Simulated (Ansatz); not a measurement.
# C63H35F3O: geometry, orbitals and charge

What does C63H35F3O look like as a singlet, and where do its frontier electrons sit?

The runs use Ansatz 0.2.0, Gaussian basis; RKS PBE0-D4/def2-TZVP.

The runs, in order: relaxation at r2SCAN-D4/def2-SVP; a single point at PBE0-D4/def2-TZVP.

1 further run of the same task is left out (set aside as unsound or not needed).

## Step 1: Where the work starts

SMILES `COc1ccc(-c2ccc(C#Cc3ccc(C#Cc4ccc(C#Cc5ccc(C#Cc6ccc(C#Cc7ccc(C#Cc8ccc(C(F)=C(F)F)cc8)cc7)cc6)cc5)cc4)cc3)cc2)cc1`, 102 atoms, charge 0, spin multiplicity 1.

Atoms are counted from 1 here; the program's logs count them from 0.

Bond lengths: C1–O2 1.406 Å, C1–H68 1.095 Å, C1–H69 1.095 Å, C1–H70 1.089 Å, O2–C3 1.362 Å, C3–C4 1.396 Å, C3–C67 1.390 Å, C4–C5 1.377 Å, C4–H71 1.079 Å, C5–C6 1.395 Å, C5–H72 1.080 Å, C6–C7 1.469 Å, C6–C66 1.390 Å, C7–C8 1.395 Å, C7–C65 1.395 Å, C8–C9 1.379 Å, C8–H73 1.081 Å, C9–C10 1.396 Å and more. Angles: O2–C1–H68 111.5°, O2–C1–H69 111.5°, O2–C1–H70 105.7°, H68–C1–H69 109.4°, H68–C1–H70 109.3°, H69–C1–H70 109.3°, C1–O2–C3 118.5°, O2–C3–C4 116.0°, O2–C3–C67 125.0°, C4–C3–C67 119.0°, C3–C4–C5 120.6°, C3–C4–H71 118.3°, C5–C4–H71 121.1°, C4–C5–C6 120.8°, C4–C5–H72 119.5°, C6–C5–H72 119.7°, C5–C6–C7 121.1°, C5–C6–C66 118.2° and more.

The start is a GFN2-xTB geometry.

## Step 2: Relaxation at r2SCAN-D4/def2-SVP

The input, in.yaml:

```yaml
crystal:
  periodic: [false, false, false]
  atoms:
    - {symbol: C, position_ang: [25.111990, -2.485530, 0.003380]}
    - {symbol: O, position_ang: [24.588110, -1.181460, 0.056070]}
    - {symbol: C, position_ang: [23.235070, -1.024220, 0.085930]}
    - {symbol: C, position_ang: [22.773730, 0.291310, 0.163570]}
    - {symbol: C, position_ang: [21.423940, 0.558820, 0.205680]}
    - {symbol: C, position_ang: [20.488680, -0.476130, 0.183060]}
    - {symbol: C, position_ang: [19.048440, -0.197190, 0.249970]}
    - {symbol: C, position_ang: [18.484360, 0.842630, -0.488530]}
    - {symbol: C, position_ang: [17.129470, 1.094800, -0.432980]}
    - {symbol: C, position_ang: [16.302210, 0.313620, 0.375410]}
    - {symbol: C, position_ang: [14.911880, 0.554310, 0.423900]}
    - {symbol: C, position_ang: [13.719690, 0.744980, 0.467430]}
    - {symbol: C, position_ang: [12.320550, 0.928540, 0.472140]}
    - {symbol: C, position_ang: [11.571990, 0.526140, -0.637650]}
    - {symbol: C, position_ang: [10.203950, 0.675930, -0.644390]}
    - {symbol: C, position_ang: [9.549570, 1.233960, 0.458900]}
    - {symbol: C, position_ang: [8.147110, 1.368880, 0.445540]}
    - {symbol: C, position_ang: [6.942770, 1.467060, 0.407990]}
    - {symbol: C, position_ang: [5.537810, 1.557790, 0.362980]}
    - {symbol: C, position_ang: [4.831190, 2.205030, 1.381990]}
    - {symbol: C, position_ang: [3.456080, 2.267600, 1.343810]}
    - {symbol: C, position_ang: [2.752640, 1.684750, 0.284920]}
    - {symbol: C, position_ang: [1.344850, 1.715370, 0.247660]}
    - {symbol: C, position_ang: [0.136760, 1.714120, 0.200290]}
    - {symbol: C, position_ang: [-1.269510, 1.682190, 0.126650]}
    - {symbol: C, position_ang: [-2.051910, 1.974290, 1.248630]}
    - {symbol: C, position_ang: [-3.424450, 1.897090, 1.175910]}
    - {symbol: C, position_ang: [-4.049370, 1.535010, -0.021880]}
    - {symbol: C, position_ang: [-5.450920, 1.414640, -0.082520]}
    - {symbol: C, position_ang: [-6.650750, 1.274720, -0.126190]}
    - {symbol: C, position_ang: [-8.044150, 1.075620, -0.163310]}
    - {symbol: C, position_ang: [-8.765390, 0.938780, 1.027430]}
    - {symbol: C, position_ang: [-10.121620, 0.706170, 0.994140]}
    - {symbol: C, position_ang: [-10.792570, 0.612340, -0.229570]}
    - {symbol: C, position_ang: [-12.177010, 0.354100, -0.260780]}
    - {symbol: C, position_ang: [-13.361810, 0.116080, -0.280360]}
    - {symbol: C, position_ang: [-14.739180, -0.178790, -0.302120]}
    - {symbol: C, position_ang: [-15.334780, -0.830980, 0.782000]}
    - {symbol: C, position_ang: [-16.678800, -1.129920, 0.760920]}
    - {symbol: C, position_ang: [-17.458570, -0.785900, -0.346990]}
    - {symbol: C, position_ang: [-18.834370, -1.098750, -0.369840]}
    - {symbol: C, position_ang: [-20.013070, -1.365800, -0.384370]}
    - {symbol: C, position_ang: [-21.388340, -1.679190, -0.406100]}
    - {symbol: C, position_ang: [-21.897370, -2.550430, -1.373480]}
    - {symbol: C, position_ang: [-23.238740, -2.864150, -1.398550]}
    - {symbol: C, position_ang: [-24.109440, -2.304230, -0.459590]}
    - {symbol: C, position_ang: [-25.536360, -2.596280, -0.450220]}
    - {symbol: F, position_ang: [-26.301300, -1.745690, 0.271300]}
    - {symbol: C, position_ang: [-26.192970, -3.600260, -1.038040]}
    - {symbol: F, position_ang: [-27.505710, -3.779260, -0.968860]}
    - {symbol: F, position_ang: [-25.636140, -4.565870, -1.759220]}
    - {symbol: C, position_ang: [-23.600170, -1.424550, 0.500700]}
    - {symbol: C, position_ang: [-22.257340, -1.120510, 0.534210]}
    - {symbol: C, position_ang: [-16.865640, -0.130750, -1.430010]}
    - {symbol: C, position_ang: [-15.522010, 0.171110, -1.406400]}
    - {symbol: C, position_ang: [-10.072780, 0.759590, -1.419540]}
    - {symbol: C, position_ang: [-8.715120, 0.985460, -1.387020]}
    - {symbol: C, position_ang: [-3.268600, 1.269870, -1.151840]}
    - {symbol: C, position_ang: [-1.896100, 1.338720, -1.076640]}
    - {symbol: C, position_ang: [3.460410, 1.051300, -0.742650]}
    - {symbol: C, position_ang: [4.834610, 0.987520, -0.704380]}
    - {symbol: C, position_ang: [10.299860, 1.642880, 1.565490]}
    - {symbol: C, position_ang: [11.669460, 1.491490, 1.572300]}
    - {symbol: C, position_ang: [16.862200, -0.721890, 1.125590]}
    - {symbol: C, position_ang: [18.216160, -0.972910, 1.056880]}
    - {symbol: C, position_ang: [20.956610, -1.782730, 0.099660]}
    - {symbol: C, position_ang: [22.310370, -2.061590, 0.045740]}
    - {symbol: H, position_ang: [24.799030, -3.079480, 0.868510]}
    - {symbol: H, position_ang: [24.817290, -3.000330, -0.917230]}
    - {symbol: H, position_ang: [26.194710, -2.368820, 0.019830]}
    - {symbol: H, position_ang: [23.500480, 1.087520, 0.197060]}
    - {symbol: H, position_ang: [21.086910, 1.582360, 0.281490]}
    - {symbol: H, position_ang: [19.115450, 1.441540, -1.129810]}
    - {symbol: H, position_ang: [16.696220, 1.895550, -1.014800]}
    - {symbol: H, position_ang: [12.081570, 0.091840, -1.485480]}
    - {symbol: H, position_ang: [9.623490, 0.361880, -1.499840]}
    - {symbol: H, position_ang: [5.375560, 2.651280, 2.201910]}
    - {symbol: H, position_ang: [2.909860, 2.767490, 2.130710]}
    - {symbol: H, position_ang: [-1.568790, 2.252560, 2.174160]}
    - {symbol: H, position_ang: [-4.032050, 2.110460, 2.043470]}
    - {symbol: H, position_ang: [-8.243820, 1.007870, 1.971380]}
    - {symbol: H, position_ang: [-10.678140, 0.591830, 1.912840]}
    - {symbol: H, position_ang: [-14.728360, -1.103630, 1.633210]}
    - {symbol: H, position_ang: [-17.141080, -1.635520, 1.596550]}
    - {symbol: H, position_ang: [-21.226150, -2.977470, -2.103910]}
    - {symbol: H, position_ang: [-23.606200, -3.537050, -2.155510]}
    - {symbol: H, position_ang: [-24.268530, -0.984980, 1.225130]}
    - {symbol: H, position_ang: [-21.869380, -0.447040, 1.284270]}
    - {symbol: H, position_ang: [-17.473080, 0.140770, -2.281400]}
    - {symbol: H, position_ang: [-15.061740, 0.680100, -2.240580]}
    - {symbol: H, position_ang: [-10.590390, 0.683440, -2.364730]}
    - {symbol: H, position_ang: [-8.155890, 1.092000, -2.305530]}
    - {symbol: H, position_ang: [-3.753640, 1.000540, -2.079390]}
    - {symbol: H, position_ang: [-1.289480, 1.126130, -1.945250]}
    - {symbol: H, position_ang: [2.913580, 0.609100, -1.563200]}
    - {symbol: H, position_ang: [5.380300, 0.490850, -1.494240]}
    - {symbol: H, position_ang: [9.793520, 2.074050, 2.417150]}
    - {symbol: H, position_ang: [12.250260, 1.806190, 2.427290]}
    - {symbol: H, position_ang: [16.223770, -1.324240, 1.755900]}
    - {symbol: H, position_ang: [18.645400, -1.767440, 1.650780]}
    - {symbol: H, position_ang: [20.250440, -2.599580, 0.055720]}
    - {symbol: H, position_ang: [22.628680, -3.089450, -0.030620]}
basis:
  gaussian: {orbitals: def2-SVP, fitting: {mean_field: def2-universal-jkfit}}
hamiltonian: {xc: r2scan, dispersion: d4}
scf: {lower_state_search: "off"}
output: {orbitals: {seedname: orbitals}}
relax: {f_tol: 0.03, max_steps: 70}
```

Started as:

```bash
ansatz run in.yaml --threads 11 --pin off --events-out ev --progress --plain --max-ram 174080MiB --backend cuda --devices 0, --max-vram 75GiB
```

Further steps of the session: Single point, PBE0-D4/def2-TZVP.

Before running them: what should the planned runs give, taken together? Wanted: commonest bond, hydrogen aside; HOMO, LUMO at PBE0-D4/def2-TZVP; dipole at r2SCAN-D4/def2-SVP.

As calculated:

| quantity | value |
| --- | --- |
| commonest bond, hydrogen aside | C–C, 69 of mean length 1.393 Å |
| HOMO, LUMO at PBE0-D4/def2-TZVP | -5.64, -2.60 eV |
| dipole at r2SCAN-D4/def2-SVP | 4.39 D |

What this shows: The molecule keeps its bonding pattern by the stored test; the atoms moved 0.78 Å (rms). No usable vibrations, so a minimum isn't proven.
